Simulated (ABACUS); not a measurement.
The system is Ta3AsAu2O13.

```
CELL_PARAMETERS angstrom
5.45204 0.00000 0.00000
-2.72602 4.72161 0.00000
0.00000 0.00000 9.57902
ATOMIC_POSITIONS crystal
Ta 0.00000 0.00000 0.19408
Ta 0.00000 0.00000 0.80592
Ta 0.66667 0.33333 0.00000
As 0.00000 0.00000 0.50000
Au 0.33333 0.66667 0.27428
Au 0.33333 0.66667 0.72572
O 0.00000 0.00000 0.00000
O 0.23947 0.97129 0.36402
O 0.02871 0.26818 0.36402
O 0.73182 0.76053 0.36402
O 0.23947 0.97129 0.63598
O 0.02871 0.26818 0.63598
O 0.73182 0.76053 0.63598
O 0.38452 0.33425 0.85844
O 0.66575 0.05026 0.85844
O 0.94974 0.61548 0.85844
O 0.38452 0.33425 0.14156
O 0.66575 0.05026 0.14156
O 0.94974 0.61548 0.14156
```

The cell was built by a generator and needn't be a form met in nature.

Base run:

- Program: ABACUS 3.10.1
- Functional: PBE
- Potentials or basis: PseudoDojo NC SR 0.4.1 PBE standard
- Cutoff: 1361 eV
- Density cutoff: 5442 eV
- Basis: DZP LCAO (the cutoffs set its grid)
- k mesh: 6 × 6 × 3
- Occupations: fermi-dirac, width 0.05 eV
- Spin: no spin polarisation

Its results: band gap on the k mesh none (metal or under the smearing width); pressure 1.8 GPa; largest force 0.462 eV/Å.

Problem. After a change of settings the same cell gave: band gap on the k mesh none (metal or under the smearing width); pressure 0.7 GPa; largest force 0.461 eV/Å. Which change was it?
A. potentials or basis from PseudoDojo NC SR 0.4.1 PBE standard to PseudoDojo NC FR 0.4 PBE standard; k mesh from 6 × 6 × 3 to 4 × 4 × 2
B. functional from PBE to LDA
C. functional from PBE to PBEsol
D. functional from PBE to RPBE

Solution. A.

Caveats: the atomic orbitals were generated for these runs and aren't a published set; the basis of atomic orbitals isn't converged, which shifts pressures, moduli and gaps.

Not every run made on this cell is shown here.
